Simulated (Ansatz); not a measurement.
# Mo: the cost of one run

Computed with Ansatz 0.2.0 (DFT r2SCAN, scalar-relativistic, plane waves, PAW, unless a step's input says otherwise).

3 further runs of the same task are left out: 3 set aside as unsound or not needed. Runs told in other sessions of the task aren't counted.

### Step 1. The system as given

It takes space group P6/mmm (No. 191, hexagonal). The conventional cell has a = 2.749 Å, b = 2.749 Å, c = 2.534 Å, α = 90.00°, β = 90.00°, γ = 120.00°. Around Mo (site symmetry 6/mmm) lie 8 Mo at 2.53 to 2.75 Å.

As a file:

```
CELL_PARAMETERS angstrom
2.74882 0.00000 0.00000
1.37441 -2.38055 -2.53390
1.37441 2.38055 -2.53390
ATOMIC_POSITIONS crystal
Mo 0.25000 0.75000 0.75000
Mo 0.75000 0.25000 0.25000
```

It goes back to an entry of the Materials Project, which need not be the stable form.

It is built from the cell relaxed beforehand with the same method (16.58 Å³/atom).

### Step 2. The reference cell

The cell is repeated 2 times, 2 atoms in all. The reference gives a free energy of -9933.3373 eV, pressure -0.09 GPa, largest force 0.000 eV/Å and gap on the mesh none (metal). It was computed beforehand with the settings of the runs below.

### Step 3. Next: a frozen normal mode

Mode 5 of the phonon run on this cell, counted from the lowest, is frozen in: each atom moves by x times its row below, so x is the largest displacement.

```
atom     ux     uy      uz
 Mo1  0.000  0.000   1.000
 Mo2  0.000  0.000  -1.000
```

### Step 4. At x = -0.200 Å

Input file input.yaml:

```yaml
crystal:
  lattice:
    - [2.7488179334, 0.0, 0.0]
    - [1.3744089667, -2.3805461607, -2.5339005368]
    - [1.3744089667, 2.3805461607, -2.5339005368]
  atoms:
    - { symbol: Mo, position: [0.2105351518, 0.7894648482, 0.7894648482] }
    - { symbol: Mo, position: [0.7894648482, 0.2105351518, 0.2105351518] }
basis:
  ecutwfc: 500
kpoints:
  mp_grid: { grid: [24, 24, 24] }
hamiltonian:
  xc: r2scan
scf:
  occupations: { method: gaussian, width: 0.15 }
output:
  forces: true
  stress: true
  eigenvalues: true
  write_density: true
  write_potential: true
  elf: true
  volumetric_format: npy
```

Started as:

```
> ansatz run input.yaml --threads 2 --pin off --max-ram 5120MiB --backend cpu --events-out ev --progress --plain --runs-dir out
```

**Question.** How long does this run take on 2 threads of Intel Xeon 6975P-C (Granite Rapids), shared host, and how much memory does it need?

About 37 s, with a peak of 1.4 GiB.
